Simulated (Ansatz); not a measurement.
AlSn:

```
Sn Al
1.0
     4.19811    0.00000    0.00000
    -2.09905    3.63567    0.00000
     0.00000    0.00000    3.30685
Sn Al
1 1
Direct
  0.33333 0.66667 0.50000
  0.00000 0.00000 0.00000
```

The cell comes from a database or a generator and needn't be the stable form of this composition.

| Item | Value |
| --- | --- |
| Program | Ansatz 0.2.0 |
| Task | relaxation of cell and atoms |
| Functional | PBEsol |
| Dispersion | D3(BJ)-ATM |
| Potentials or basis | Ansatz PAW |
| Cutoff | 420 eV (not typed: the program's choice for these potentials) |
| k mesh | 7 × 7 × 8 |
| Occupations | fermi-dirac, width 0.05 eV |
| Spin | no spin polarisation |

At the start: volume 25.24 Å³/atom.

How do energy, volume and symmetry change on relaxing?

It ends after 6 steps and the volume is 23.53 Å³/atom (-6.8 %); space group P-6m2 (No. 187, to 0.05 Å).

Step by step:
| step | energy change (eV) | largest force (eV/Å) | volume (Å³) |
| --- | --- | --- | --- |
| 1 | 0.0000 | 0.0000 | 50.47 |
| 2 | -0.0342 | 0.0000 | 45.71 |
| 3 | -0.0414 | 0.0000 | 47.21 |
| 4 | -0.0416 | 0.0000 | 47.09 |
| 5 | -0.0417 | 0.0000 | 47.06 |
| 6 | -0.0411 | 0.0000 | 47.06 |

Final structure:
```
CELL_PARAMETERS angstrom
4.08518 0.00000 0.00000
-2.04259 3.53787 0.00000
0.00000 0.00000 3.25594
ATOMIC_POSITIONS crystal
Sn 0.33333 0.66667 0.50000
Al 0.00000 0.00000 0.00000
```

Caveat: the plane-wave basis is chosen anew once the cell has moved, so the energies of steps on either side of that aren't comparable; pairwise dispersion overbinds metals, which lowers pressure and volume; the PAW data sets come from PBE, with cores solved anew for the run's functional, which leaves a small shift of forces and pressure.
